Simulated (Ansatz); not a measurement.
**AlFGaH3OSi: basis-set convergence**

Aim: see how fast density functionals converge with the basis set for AlFGaH3OSi.

Computed with Ansatz 0.2.0, Gaussian basis. Level: one geometry, several basis sets.

Levels to be run: PBE0-D4/def2-SVP; ωB97M-V/def2-SVP; PBE0-D4/def2-QZVPP; ωB97M-V/def2-QZVPP; the functionals' def2-TZVPP values are taken from earlier runs.

### 1 Structure used throughout

An earlier PBE0-D4 in a triple-zeta def2 set relaxation fixed the geometry.

SMILES `F[SiH2][Al]1[O][GaH]1`, 8 atoms, charge 0, spin multiplicity 1.

Atoms are counted from 1 here; the program's logs count them from 0.

Bond lengths: F1–Si2 1.609 Å, Si2–Al3 2.476 Å, Si2–H6 1.489 Å, Si2–H7 1.488 Å, Al3–O4 1.707 Å, Al3–Ga5 2.349 Å, O4–Ga5 1.884 Å, Ga5–H8 1.567 Å. Angles: F1–Si2–Al3 108.7°, F1–Si2–H6 107.6°, F1–Si2–H7 107.6°, Al3–Si2–H6 112.2°, Al3–Si2–H7 112.2°, H6–Si2–H7 108.4°, Si2–Al3–O4 134.3°, Si2–Al3–Ga5 173.2°, O4–Al3–Ga5 52.5°, Al3–O4–Ga5 81.5°, Al3–Ga5–O4 46.0°, Al3–Ga5–H8 165.8°, O4–Ga5–H8 119.8°.

### 2 PBE0-D4 in def2-SVP

The input, in.yaml:

```yaml
crystal:
  periodic: [false, false, false]
  atoms:
    - {symbol: F, position_ang: [0.007156, 2.159854, 2.013147]}
    - {symbol: Si, position_ang: [0.670831, 1.739399, 0.608661]}
    - {symbol: Al, position_ang: [-0.236097, -0.461852, -0.071448]}
    - {symbol: O, position_ang: [0.009612, -1.489322, -1.412421]}
    - {symbol: Ga, position_ang: [-1.246394, -2.541897, -0.482488]}
    - {symbol: H, position_ang: [0.351242, 2.807377, -0.377710]}
    - {symbol: H, position_ang: [2.146415, 1.703897, 0.800811]}
    - {symbol: H, position_ang: [-1.702756, -3.917447, -1.078552]}
basis:
  gaussian: {orbitals: def2-SVP}
hamiltonian: {xc: pbe0, dispersion: d4}
output: {orbitals: {seedname: orbitals}}
```

After this run come: ωB97M-V in def2-SVP; PBE0-D4 in def2-QZVPP; ωB97M-V in def2-QZVPP.

Q: Predict the results of all the runs planned. Wanted: PBE0-D4: double and triple zeta above quadruple; ωB97M-V: double and triple zeta above quadruple.

The runs gave:

```
                                       quantity           value
PBE0-D4: double and triple zeta above quadruple  19.99, 1.93 eV
ωB97M-V: double and triple zeta above quadruple  19.97, 1.86 eV
```

**Reading.** PBE0-D4 gains 18.06 eV from double to triple zeta, then 1.93 eV more. These are total energies; as a rule much of such shifts cancels in differences, which this series doesn't test.
